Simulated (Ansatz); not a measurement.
Turn this script for Ansatz 0.2.0, Python API into the input file that the command-line program reads.

Interactive session:
```pycon
>>> from pathlib import Path
>>> import warnings
>>> import ansatz as az
>>> from ase import Atoms
>>> import numpy as np
>>> from pymatgen.core import Structure
>>> from scipy.ndimage import map_coordinates
>>> atoms = Atoms(
...     ["K", "K", "K", "Re"],
...     scaled_positions=[
...         (0.75, 0.75, 0.75),
...         (0.25, 0.25, 0.25),
...         (0.5, 0.5, 0.5),
...         (0.0, 0.0, 0.0),
...     ],
...     cell=[
...         (0.0, 4.416617, 4.416617),
...         (4.416617, 0.0, 4.416617),
...         (4.416617, 4.416617, 0.0),
...     ],
...     pbc=True,
... )
>>> xtal = az.Crystal.from_ase(atoms)
>>> job = (
...     xtal.calculation()
...     .functional("pbe", dispersion="d3bjatm")
...     .kpoints(5, 5, 5)
...     .occupations("Methfessel-Paxton")
...     .density()
...     .potential_components()
... )
>>> with warnings.catch_warnings(record=True) as caught:
...     warnings.simplefilter("always")
...     out = job.run()
...
>>> print("warnings raised:", sorted(w.category.__name__ for w in caught) or "none")
warnings raised: ['DeckWarning', 'RunWarning']
>>> r = out.report
>>> r["free_energy_ev"]
-15475.020007115016
>>> [(site.symbol, site.position_frac.round(4).tolist()) for site in out.lattice.sites]
[(<Element.K: 'K'>, [0.75, 0.75, 0.75]), (<Element.K: 'K'>, [0.25, 0.25, 0.25]), (<Element.K: 'K'>, [0.5, 0.5, 0.5]), (<Element.RE: 'Re'>, [0.0, 0.0, 0.0])]
>>> energy = r["free_energy_ev"]
>>> print("K3Re: {:.6f} eV = {:.6f} Ry = {:.6f} Ha".format(energy, energy / 13.605693, energy / 27.211386))
K3Re: -15475.020007 eV = -1137.393002 Ry = -568.696501 Ha
>>> print("Fermi level {:.4f} eV, {} k-points, {} symmetry operations".format(r["fermi_energy_ev"], r["n_kpoints"], r["n_symmetry_ops"]))
Fermi level 4.3270 eV, 10 k-points, 48 symmetry operations
>>> final = Structure(out.lattice.cell_ang, [s.symbol for s in out.lattice.sites], [s.position_frac for s in out.lattice.sites])
>>> rho = out.density()
>>> total = sum(channel.density_e_per_ang3 for channel in rho.channels[:2])
>>> grid_cell = np.asarray(rho.fft_grid_basis) @ out.lattice.cell_ang
>>> partner = min(final.get_neighbors(final[0], 5.0), key=lambda n: n.nn_distance)
>>> line = np.linspace(final[0].coords, partner.coords, 9)
>>> points = (line @ np.linalg.inv(grid_cell)) * rho.dims
>>> values = map_coordinates(total, points.T, order=3, mode="grid-wrap")
>>> print(f"from {final[0].specie} to {partner.specie}, {partner.nn_distance:.3f} A")
from K to K, 3.825 A
>>> for t, value in zip(np.linspace(0, partner.nn_distance, 9), values):
...     print(f"{t:7.3f} A  {value:9.4f} e/A^3")
...
  0.000 A     4.1216 e/A^3
  0.478 A     3.3564 e/A^3
  0.956 A     0.5406 e/A^3
  1.434 A     0.0530 e/A^3
  1.912 A     0.0214 e/A^3
  2.391 A     0.0522 e/A^3
  2.869 A     0.5364 e/A^3
  3.347 A     3.3474 e/A^3
  3.825 A     4.1235 e/A^3
>>> folder = Path(out.write_results("parts"))
>>> text = (folder / "v_comp_z.tsv").read_text().splitlines()
>>> rows = np.array([line.split() for line in text if not line.startswith("#")], dtype=float)
>>> print(text[0])
# z_ang	v_loc[eV]	v_h[eV]	v_xc[eV]
>>> print(np.array2string(rows[:: max(len(rows) // 12, 1)], precision=3, suppress_small=True))
[[ 0.    -7.328  8.433 -8.084]
 [ 0.416 -5.437  7.122 -7.954]
 [ 0.833 -1.723  4.259 -7.786]
 [ 1.249  1.276  1.471 -7.604]
 [ 1.666  3.9   -1.259 -7.44 ]
 [ 2.082  6.776 -3.939 -7.164]
 [ 2.498  8.385 -5.678 -6.932]
 [ 2.915  8.385 -6.192 -6.753]
 [ 3.331  8.385 -6.192 -6.753]
 [ 3.748  8.385 -5.678 -6.932]
 [ 4.164  6.776 -3.939 -7.164]
 [ 4.58   3.9   -1.259 -7.44 ]
 [ 4.997  1.276  1.471 -7.604]
 [ 5.413 -1.723  4.259 -7.786]
 [ 5.83  -5.437  7.122 -7.954]]
```

`input.yaml`:
```yaml
crystal:
  lattice:
    - [0.0, 4.416617, 4.416617]
    - [4.416617, 0.0, 4.416617]
    - [4.416617, 4.416617, 0.0]
  atoms:
    - { symbol: K, position: [0.75, 0.75, 0.75] }
    - { symbol: K, position: [0.25, 0.25, 0.25] }
    - { symbol: K, position: [0.5, 0.5, 0.5] }
    - { symbol: Re, position: [0.0, 0.0, 0.0] }
kpoints:
  mp_grid: { grid: [5, 5, 5] }
hamiltonian:
  xc: pbe
  dispersion: d3bjatm
scf:
  occupations: { method: methfessel_paxton }
output:
  write_density: true
  write_potential_components: true
```

The program run on that file:
```console
$ ansatz run input.yaml --threads 1 --pin off --max-ram 3072MiB --backend cpu --events-out ev --progress --plain --runs-dir out
Engine: ansatz 0.2.0, aarch64-unknown-linux-gnu
Pseudopotentials: kind: paw
Pseudopotential: K, paw, valence charge 9, recommended cutoff 420 eV (normal), K.paw.azcp
Pseudopotential: Re, paw, valence charge 15, recommended cutoff 420 eV (normal), Re.paw.azcp
Functional definition: PBE
  parameter kappa = 0.804
  parameter beta = 0.06672455060314922
  exchange = pbe_x(kappa = kappa, mu = beta*pi^2/3)
  correlation = pbe_c(beta = beta)
Crystal: 4 atoms, lattice volume = 172.306 Å³
Basis set: ecut = 420 eV, 3383 PW (Γ)
Bands: 26, of which v1, the nominal top of the filled ones, is band 21 counted from 1 (20 counted from 0)
Symmetry: 48 space group operations
Space group: Fm-3m (ITA 225), of the structure as read, at distance tolerance 5.6e-5 Å
k-points: 10 of 125
Non-local potential: K, projectors of the file, l = 0: 3, l = 1: 2, l = 2: 2
Non-local potential: Re, projectors of the file, l = 0: 3, l = 1: 2, l = 2: 2, l = 3: 1
PAW form: soft (Blöchl's): semilocal exchange-correlation on the pseudo side does not see the compensation charge
PAW one-centre angular grid: K, 110 points (default); XC on 64 Gauss nodes
PAW one-centre angular grid: Re, 590 points (default); XC on 64 Gauss nodes
Initial density: superposition of atomic densities (neutral atoms: chi_scale 0, normalization atom), corrected by the library's trained network
Initial wavefunctions: pseudopotential atomic-orbital guess
Functional: x = pbe(κ = 0.804, μ = 0.2195149727645171), c = pbe(β = 0.06672455060314922)
SCF iter   1: F=—  HF=-15475.020575 eV  |F-HF|=—  |Δ(HF+E_count)|=         —  Δρ=5.44e-3  dr2=3.13e-2  ethr=1.77e-3  ⟨swp⟩=6.0  Hψ=1114  notcnv=0
preconditioner: auto → Kerker (q_TF=auto, 2.156 Å⁻¹)  [metal: Δε(μ)=0.029 eV  Ē_g=1.885 eV  σ=0.100 eV  W_gap=0.24  n_scr=26 (ndim 8)  ℏωp=8.9 eV  f_vac=0.000  D(μ)=28.30/eV (n_scr^D=458)]
SCF iter   2: F=—  HF=-15475.019852 eV  |F-HF|=—  |Δ(HF+E_count)|=   7.23e-4  S|Δr|=    0.00e0  Δρ=2.39e-3  dr2=4.15e-3  ethr=7.45e-5  ⟨swp⟩=1.1  Hψ=341  notcnv=0
SCF iter   3: F=—  HF=-15475.019847 eV  |F-HF|=—  |Δ(HF+E_count)|=   4.93e-6  S|Δr|=    0.00e0  Δρ=2.83e-4  dr2=1.10e-4  ethr=9.88e-6  ⟨swp⟩=1.1  Hψ=261  notcnv=0
SCF iter   4: F=—  HF=-15475.019884 eV  |F-HF|=—  |Δ(HF+E_count)|=   3.62e-5  S|Δr|=    0.00e0  Δρ=1.10e-4  dr2=1.44e-5  ethr=2.61e-7  ⟨swp⟩=2.0  Hψ=314  notcnv=0
SCF iter   5: F=—  HF=-15475.020007 eV  |F-HF|=—  |Δ(HF+E_count)|=   1.23e-4  S|Δr|=    0.00e0  Δρ=1.36e-5  dr2=4.87e-7  ethr=3.42e-8  ⟨swp⟩=2.0  Hψ=314  notcnv=0
SCF iter   6: F=—  HF=-15475.020007 eV  |F-HF|=—  |Δ(HF+E_count)|=   2.30e-7  S|Δr|=    0.00e0  Δρ=8.70e-6  dr2=1.51e-7  ethr=2.38e-10  ⟨swp⟩=3.3  Hψ=703  notcnv=0
SCF iter   7: F=-15475.020007 eV  HF=-15475.020007 eV  |F-HF|=1.20e-8  |Δ(HF+E_count)|=   5.18e-9  S|Δr|=    0.00e0  Δρ=1.83e-6  dr2=2.19e-8  ethr=2.38e-10  ⟨swp⟩=2.0  Hψ=511  notcnv=0
WARN: dispersion: an atom stands within reach of a switch of its C6 between two reference coordination numbers of its element: through that C6 alone, e_disp changes by 0.025 eV or more while the distances to its neighbours run over a stretch of 0.05 Å that contains this geometry (sites counted from 0 in the run's list of atoms or, in a supercell that it derives, in that cell's: here a list of 4) — site 3 (Re): coordination number 5.667 (about 5.14 to 6.20 with every neighbour 0.05 Å farther or nearer), switch near 5.808 between the references 1.810 (weight 1.00) and 9.805 (weight 0.00), e_disp changing by some 0.14 eV. This is how the published method behaves, and the energy and the forces stay consistent. Where you compare this geometry's total energy with another's, compare their components.e_disp too, and, where the geometries are yours to choose, keep both on one side of the switch, which a site's coordination number tells: a relaxation that ends in reach of it can search the other side under relax.adjacent_minimum: search, except where no move that the cell, the constraints and the symmetry allow carries the atom there
SCF 1 converged in 7 iterations: F = -15475.020007 eV  dr2 = 2.19e-8
  greatest PAW one-centre occupation: 0.999 electrons in one spin orbital (limit 2), on the Re atom at site 3 (counted from 0), in its partial waves of l = 0
SCF converged after 7 iterations
Stability not checked: this state was not tested for a lower state beside it, because cold or Methfessel-Paxton smearing, or corrected tetrahedra, fill the levels in a way that the test cannot read (fill_not_monotonic; see scf.lower_state_search)
Free energy (F): -15475.020007 eV
Harris-Foulkes:  -15475.020007 eV  (|F-HF|=1.20e-8)
Internal energy: -15474.996881 eV  (E = F + TS)
E sigma→0 (E₀):  -15475.014225 eV
Entropy (-TS):   -0.023126 eV (-5.782 meV/atom)
Fermi energy:    4.326963 eV
--- Per-component energies (eV) ---
  E_band       = -680.270439
  E_kinetic    = 1291.331073
  E_local      = -3667.072991  (includes V_loc(G=0)·N_el)
  E_nonlocal   = 96.552070
  E_hartree    = 1308.073557
  E_xc         = -798.991318
  E_vxc        = -785.042082  (∫ρ·V_xc dr)
  E_paw        = -11006.608917  (= ΣΔE_a)
  E_vpaw       = -232.187033  (= ΣTr[D̂ρ^β])
  E_aug_tail   = -0.000090  (compensation charges beyond the density's cutoff)
  E_ewald      = -2697.398606
  E_disp       = -0.881659  (pairwise vdW)
  E_smearing   = -0.023126  (= −TS)
  E_closure    = 0.000000  (closes the sum)
  Σ components = -15475.020007   (vs F -15475.020007, Δ=0.00e0)
--- Band table (eV; the first three rows and the last of 10) ---
  k-point 0: bands = ["-74.5495", "-36.4487", "-36.4487", "-36.4487", "-27.3954", "-26.7187", "-26.7102", "-10.9009", "-10.9009", "-10.9009", "-10.2547", "-10.2547", "-10.2547", "-10.1853", "-10.1853", "-10.1853", "1.2086", "4.1646", "4.1646", "4.2442", "4.2442", "4.2442", "6.2759", "6.2759", "6.2759", "7.2247"]
  k-point 1: bands = ["-74.5495", "-36.4487", "-36.4487", "-36.4487", "-27.3952", "-26.7181", "-26.7111", "-10.9031", "-10.9031", "-10.9020", "-10.2474", "-10.2474", "-10.2426", "-10.1993", "-10.1906", "-10.1906", "1.4468", "4.1895", "4.1895", "4.2005", "4.2772", "4.2772", "5.1975", "6.1961", "6.1961", "7.7972"]
  k-point 2: bands = ["-74.5495", "-36.4487", "-36.4487", "-36.4487", "-27.3948", "-26.7161", "-26.7134", "-10.9066", "-10.9066", "-10.9031", "-10.2310", "-10.2310", "-10.2272", "-10.2182", "-10.2037", "-10.2037", "1.9936", "3.9717", "4.2095", "4.2095", "4.2581", "4.3613", "4.3613", "6.0518", "6.0518", "7.6146"]
  k-point 9: bands = ["-74.5495", "-36.4487", "-36.4487", "-36.4487", "-27.3945", "-26.7157", "-26.7141", "-10.9140", "-10.9069", "-10.9008", "-10.2616", "-10.2413", "-10.2221", "-10.2067", "-10.1920", "-10.1875", "2.3085", "3.9166", "4.0116", "4.1173", "4.3193", "4.3821", "4.7620", "5.3215", "5.7152", "7.2542"]
```

What to keep in mind:
- Total energies depend on the potentials; only differences at equal settings carry meaning. A total without «per atom» is that of the cell as typed.
- Dispersion corrections can be off by several per cent in the lattices of metals, and by several GPa in the pressure at a fixed cell.
- The mesh is modest for a metal, so energies can be off by several to tens of meV an atom and pressures by half a GPa or more; differences at equal mesh fare better.
- Only differences from the Fermi energy are physical; the zero of the scale is a convention.
- Spin-orbit coupling, which matters for elements this heavy, is left out.
- Densities and potentials on the grid are those of the valence electrons, and inside the cores they hang on the potentials used.
- This cell is a computed structure, which may not be the phase found in nature.
- It ran for 3.1 s on 1 thread of Arm Neoverse V1 (shared host), peak memory 0.48 GiB.

(Lines on the test bed's own set-up are left out of the output.)
